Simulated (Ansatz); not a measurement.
# C2H7BGaNS: taking an electron away

An exercise on one series of results from a longer session: the logs are not shown, and one member is left open.

Program: Ansatz 0.2.0, Gaussian basis. Level of theory: unrestricted cation, the program's frozen cores in correlated methods. These are calculated values, not measurements.

Levels to be run: UKS PBE-D4/def2-TZVPP; UKS r2SCAN-D4/def2-TZVPP; UKS PBE0-D4/def2-TZVPP; UKS B3LYP-D4/def2-TZVPP; UKS wB97X-V/def2-TZVPP; UKS wB97M-V/def2-TZVPP; UKS B2PLYP/def2-TZVPP; UHF-CCSD(T)/def2-TZVPP; UHF-MP2/def2-QZVPP; extrapolation to the limit; then −ε(HOMO) from the neutral's earlier runs with LDA (SPW92), PBE-D4, revPBE-D4, BLYP-D4, r2SCAN-D4, B97M-V, PBE0-D4, B3LYP-D4, r2SCANh-D4, r2SCAN0-D4, HSE06-D4, BHLYP-D4, CAM-B3LYP-D4, LC-ωPBE, ωB97X-V, ωB97M-V.

## The geometry

The geometry comes from an earlier relaxation with PBE0-D4 in a triple-zeta def2 set; it is a stationary point, not always the lowest conformer.

SMILES `BC(S)/C=[N]\[GaH2]`, 13 atoms, charge 0, spin multiplicity 1.

Atoms are counted from 1 here; the program's logs count them from 0.

Bond lengths: B1–C2 1.552 Å, B1–H7 1.195 Å, B1–H8 1.195 Å, C2–S3 1.807 Å, C2–C4 1.568 Å, C2–H9 1.097 Å, S3–H10 1.342 Å, C4–N5 1.239 Å, C4–H11 1.099 Å, N5–Ga6 1.904 Å, Ga6–H12 1.565 Å, Ga6–H13 1.569 Å. Angles: C2–B1–H7 121.8°, C2–B1–H8 118.2°, H7–B1–H8 119.9°, B1–C2–S3 115.7°, B1–C2–C4 106.7°, B1–C2–H9 109.6°, S3–C2–C4 111.7°, S3–C2–H9 107.2°, C4–C2–H9 105.6°, C2–S3–H10 97.9°, C2–C4–N5 126.2°, C2–C4–H11 111.0°, N5–C4–H11 122.9°, C4–N5–Ga6 123.0°, N5–Ga6–H12 114.1°, N5–Ga6–H13 115.7°, H12–Ga6–H13 124.1°.

The first run:

File in.yaml:

```yaml
crystal:
  periodic: [false, false, false]
  atoms:
    - {symbol: B, position_ang: [0.407608, -1.714101, -0.998702]}
    - {symbol: C, position_ang: [-0.250817, -0.966283, 0.190945]}
    - {symbol: S, position_ang: [0.891172, -0.184226, 1.352624]}
    - {symbol: C, position_ang: [-1.249569, 0.073047, -0.427302]}
    - {symbol: N, position_ang: [-1.192372, 1.304921, -0.304719]}
    - {symbol: Ga, position_ang: [0.125581, 2.182698, 0.751631]}
    - {symbol: H, position_ang: [1.573625, -1.610584, -1.240027]}
    - {symbol: H, position_ang: [-0.295878, -2.356162, -1.719772]}
    - {symbol: H, position_ang: [-0.871122, -1.663863, 0.766629]}
    - {symbol: H, position_ang: [1.979349, -0.179164, 0.566784]}
    - {symbol: H, position_ang: [-2.040245, -0.433446, -0.999302]}
    - {symbol: H, position_ang: [-0.419369, 2.765385, 2.098355]}
    - {symbol: H, position_ang: [1.342057, 2.781798, -0.037134]}
basis:
  gaussian: {orbitals: def2-TZVPP}
total_charge: 1
magnetization: {spin_polarized: true, initial_magnetization: 1}
hamiltonian: {xc: pbe, dispersion: d4}
```

The run is started by

```bash
> ansatz run in.yaml --threads 2 --pin off --events-out ev --progress --plain --max-ram 22528MiB --backend cuda --devices 0, --max-vram 18GiB
```

Among the steps run: Cation, UKS PBE-D4/def2-TZVPP; Cation, UKS r2SCAN-D4/def2-TZVPP; Cation, UKS PBE0-D4/def2-TZVPP; Cation, UKS B3LYP-D4/def2-TZVPP; Cation, UKS wB97X-V/def2-TZVPP; Cation, UKS wB97M-V/def2-TZVPP; Cation, UKS B2PLYP (frozen core)/def2-TZVPP; Cation, UHF-CCSD(T)/def2-TZVPP; Cation, UHF-MP2/def2-QZVPP.

One table of the session follows, with a row left open; its other results are not shown here.

It belongs to the step «Ionisation energies side by side». For comparison, −ε(HOMO) of the neutral from earlier runs:

| functional | −ε(HOMO) (eV) |
| --- | --- |
| LDA (SPW92) | 5.75 |
| PBE-D4 | 5.58 |
| revPBE-D4 | 5.50 |
| BLYP-D4 | 5.42 |
| r2SCAN-D4 | 5.76 |
| B97M-V | 5.87 |
| PBE0-D4 | 6.73 |
| B3LYP-D4 | 6.51 |
| r2SCANh-D4 | 6.20 |
| r2SCAN0-D4 | 6.89 |
| HSE06-D4 | 6.34 |
| BHLYP-D4 | 7.87 |
| CAM-B3LYP-D4 | 8.02 |
| LC-ωPBE | 9.31 |
| ωB97X-V | ? |
| ωB97M-V | 8.93 |

**Question.** Estimate the row for ωB97X-V.

The run gave: −ε(HOMO) (eV): 9.00. In the column «−ε(HOMO) (eV)» it lies between ωB97M-V (8.93) and LC-ωPBE (9.31).
